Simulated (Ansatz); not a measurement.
**N2H (dinitrogen monohydride) at UPBE-QIDH/def2-TZVPPD**

What is the electronic atomisation energy of N2H (dinitrogen monohydride) at UPBE-QIDH/def2-TZVPPD? 

Program for the calculation: Ansatz 0.2.0.

29 further runs of the same task are left out: 29 set aside as unsound or not needed.

## (1) Starting point

N2H: 3 atoms, total charge 0, spin state doublet. SMILES: `[N]=N`. The shape is that of a PBE0-D4/def2-TZVP optimisation.

Bond lengths: N1–N2 1.165 Å, N2–H3 1.057 Å. Angles: N1–N2–H3 117.5°.

## (2) A single-point energy at UPBE-QIDH/def2-TZVPPD

job.yaml reads:

```yaml
crystal:
  periodic: [false, false, false]
  atoms:
    - {symbol: N, position_ang: [0.710530, -0.606720, 0.326180]}
    - {symbol: "N", position_ang: [-0.268660, -0.217710, -0.170100]}
    - {symbol: H, position_ang: [-0.441870, 0.824430, -0.156080]}
basis:
  gaussian: {orbitals: def2-TZVPPD.json}
magnetization: {spin_polarized: true, initial_magnetization: 1}
hamiltonian: {xc: {name: PBE-QIDH}}
correlation: {frozen_orbitals: {H: 0, "N": 1}}
accuracy: high
output: {orbitals: {seedname: orbitals}}
```

The basis set def2-TZVPPD is read from a file made from the Basis Set Exchange's data (not shown).

Launch:

```
$ ansatz run job.yaml --threads 1 --pin off --max-ram 3480MiB --events-out events.jsonl --progress --plain --runs-dir runs
```

The program printed:

```text
Warning: RAYON_NUM_THREADS=1 ignored (pool sized by the plan → 1); use --threads N
Functional definition: PBE-QIDH
  name "PBE-QIDH"
  parameter a = 3^(-1/3)
  parameter c = 1/3
  exchange = (1 - a)*pbe_x + a*exact_x
  correlation = (1 - c)*pbe_c + c*(mp2_os + mp2_ss)
1397 factors; integrals over basis functions are off by at most 3.2e-9 eV
mean field evaluation 1: about -2986.6917 eV, gradient 1.3e1 eV
mean field evaluation 2: about -2986.6919 eV, gradient 1.3e1 eV
mean field evaluation 4: about -2987.4986 eV, gradient 1.7e0 eV
mean field evaluation 8: about -2987.5365 eV, gradient 2.6e-1 eV
mean field evaluation 16: about -2987.5414 eV, gradient 1.7e-3 eV
mean field evaluation 32: about -2987.5414 eV, gradient 5.8e-8 eV
mean field -2987.54137183 eV, -109.7901203863 hartree, gradient 5.8e-8 eV, S^2 0.769675; 0 other end points of the search recorded, 0 dependent functions left out
2 core orbitals not correlated: weight in the atoms' cores, before any rotation towards them, 1.000 or more for the frozen orbitals, at most 0.000 for the correlated occupied ones
reference -2987.54137272 eV, -109.7901204191 hartree; 6, 5 occupied and 83, 84 virtual orbitals, 1397 factors
second order -11.44368986 eV of doubles, -0.00000000 eV of singles
Total energy: -2991.35593601 eV, -109.9303030344 hartree
```

It took 5.1 s on 1 thread of Arm Neoverse V1, shared host; peak memory 0.22 GiB.

## (3) The H atom, same level

input.yaml reads:

```yaml
crystal:
  periodic: [false, false, false]
  atoms:
    - {symbol: H, position_ang: [0.000000, 0.000000, 0.000000]}
basis:
  gaussian: {orbitals: def2-TZVPPD.json}
hamiltonian: {xc: {name: PBE-QIDH}}
correlation: {frozen_orbitals: {H: 0}}
accuracy: high
magnetization: {spin_polarized: true, initial_magnetization: 1}
```

The basis set def2-TZVPPD is read from a file made from the Basis Set Exchange's data (not shown).

Run the same way, it converges to -0.50179 Eh (log not shown).

## (4) The N atom

run.yaml reads:

```yaml
crystal:
  periodic: [false, false, false]
  atoms:
    - {symbol: N, position_ang: [0.000000, 0.000000, 0.000000]}
basis:
  gaussian: {orbitals: def2-TZVPPD.json}
accuracy: high
magnetization: {spin_polarized: true, initial_magnetization: 3}
correlation: {frozen_orbitals: {"N": 1}}
hamiltonian: {xc: {name: PBE-QIDH}}
```

The basis set def2-TZVPPD is read from a file made from the Basis Set Exchange's data (not shown).

Run the same way, it converges to -54.54150 Eh (log not shown).

## (5) What came out

Level: UPBE-QIDH/def2-TZVPPD, 2 core orbitals frozen.

| quantity | value |
| --- | --- |
| molecule: total energy | -109.93030 Eh |
| molecule: HOMO energy (SCF part's orbitals) (highest over α and β) | -9.03 eV |
| molecule: LUMO energy (SCF part's orbitals) (lowest over α and β) | 1.04 eV |
| molecule: ⟨S²⟩ | 0.770 |
| H atom: total energy | -0.50179 Eh |
| H atom: ⟨S²⟩ | 0.750 |
| N atom: total energy | -54.54150 Eh |
| N atom: ⟨S²⟩ | 3.755 |
| electronic atomisation energy | 9.402 eV |

What this shows: Taking the molecule apart into free atoms costs 9.40 eV (217 kcal/mol), before zero-point energy and without spin-orbit coupling.
